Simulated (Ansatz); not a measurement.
# RuH (octet): the correlation ladder, def2-TZVPP

One table from this session's results is given with a row withheld; the runs are named, their logs left out.

Computed with Ansatz 0.2.0, Gaussian basis. Level: def2-TZVPP, core rule «outside noble gas», up to 4 orbitals frozen.

To be run: UHF; ROHF; CCSD(T) on UHF.

**What is computed**

The geometry is a PBE0/def2-TZVP stationary point (not a proven minimum) of the parent state, kept for this charge and spin. No spin-orbit coupling is included. Elements past krypton take def2 core potentials.

2 atoms, charge 0, spin multiplicity 8.

Atoms are counted from 1 here; the program's logs count them from 0.

Bond lengths: Ru1–H2 1.753 Å.

The first run:

in.yaml reads:

```yaml
crystal:
  periodic: [false, false, false]
  atoms:
    - {symbol: Ru, position_ang: [0.000000, 0.000000, 0.000000]}
    - {symbol: H, position_ang: [0.000000, 0.000000, 1.753200]}
basis:
  gaussian: {orbitals: def2-TZVPP}
magnetization: {spin_polarized: true, initial_magnetization: 7}
hamiltonian: {xc: hf}
output: {orbitals: {seedname: orbitals}}
```

Launch:

```console
$ ansatz run in.yaml --threads 1 --pin off --events-out ev --progress --plain --max-ram 4096MiB --backend cpu
```

Steps of the session up to this table: UHF; ROHF; CCSD(T) on UHF.

One of the session's tables, all rows but one given; the rest of the session is left out.

It belongs to the step «Misses and costs». 

| method | from UCCSD(T) (meV) |
| --- | --- |
| ROHF | +4648.0 |
| UHF | +4534.4 |
| UMP2 | +469.4 |
| UCCSD | ? |
| UCCSD(T) | 0 |

Q: Estimate the row for UCCSD from the others.

The run gave: from UCCSD(T) (meV): +118.0. In the column «from UCCSD(T) (meV)» it lies between UCCSD(T) (0) and UMP2 (+469.4).
